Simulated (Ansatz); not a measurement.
Run this with the Python package of Ansatz (0.2.0) and show what comes out.

The script, `ch3bn2.py`:
```python
'''Bending curve of CH3BN2.'''

import warnings

import ansatz
from ase import Atoms

BASIS = 'def2-SVP'
FUNCTIONAL = 'B3LYP'
DISPERSION = 'd3bj'
FORCE_TOL = 0.02

warnings.simplefilter('ignore', ansatz.DeckWarning)

atoms = Atoms(['B', 'N', 'C', 'N', 'H', 'H', 'H'], positions=[
    (-0.7937, 1.0878, 0.1369),
    (-0.8289, -0.3496, 0.4759),
    (0.1379, -1.0715, 0.1556),
    (1.2401, -1.7884, -0.1413),
    (0.0729, 1.6222, -0.4572),
    (-1.7756, 1.8105, 0.4164),
    (2.0088, -1.3789, -0.6319),
])

# relax first, so that the scan starts from a minimum
first = (
    ansatz.Crystal.molecule_from_ase(atoms).calculation()
    .basis(gaussian=BASIS)
    .functional(FUNCTIONAL, dispersion=DISPERSION)
    .relax(force_tolerance=FORCE_TOL, max_steps=80)
)
atoms.positions = first.run(threads=1).report['positions_ang']

rows = []
for angle in [85, 95, 105, 115, 125, 140, 160]:
    bent = atoms.copy()
    bent.set_angle(2, 1, 0, angle, indices=[0, 4, 5])
    setup = ansatz.Crystal.molecule_from_ase(bent).calculation()
    setup = setup.basis(gaussian=BASIS)
    setup = setup.functional(FUNCTIONAL, dispersion=DISPERSION)
    rows.append((angle, setup.run(threads=1).report['free_energy_ev']))
floor = min(e for _, e in rows)
for angle, e in rows:
    print(f'angle C2-N1-B0 = {angle:3d} deg   {1000 * (e - floor):9.1f} meV')
```

```console
$ python ch3bn2.py
angle C2-N1-B0 =  85 deg      1713.4 meV
angle C2-N1-B0 =  95 deg      1159.9 meV
angle C2-N1-B0 = 105 deg       815.7 meV
angle C2-N1-B0 = 115 deg       560.1 meV
angle C2-N1-B0 = 125 deg       361.9 meV
angle C2-N1-B0 = 140 deg       152.1 meV
angle C2-N1-B0 = 160 deg         0.0 meV
```

Reading the output:
- The scan is rigid, and the energies are electronic, in a modest basis. The zero is the lowest point of the grid, which needn't be the minimum.
- b3lyp holds the VWN-RPA fit, as in Gaussian; the form of ORCA and Turbomole is b3lyp5.
- Timing: 43 s on 1 thread of Arm Neoverse V2 (shared host), peak memory 0.21 GiB.
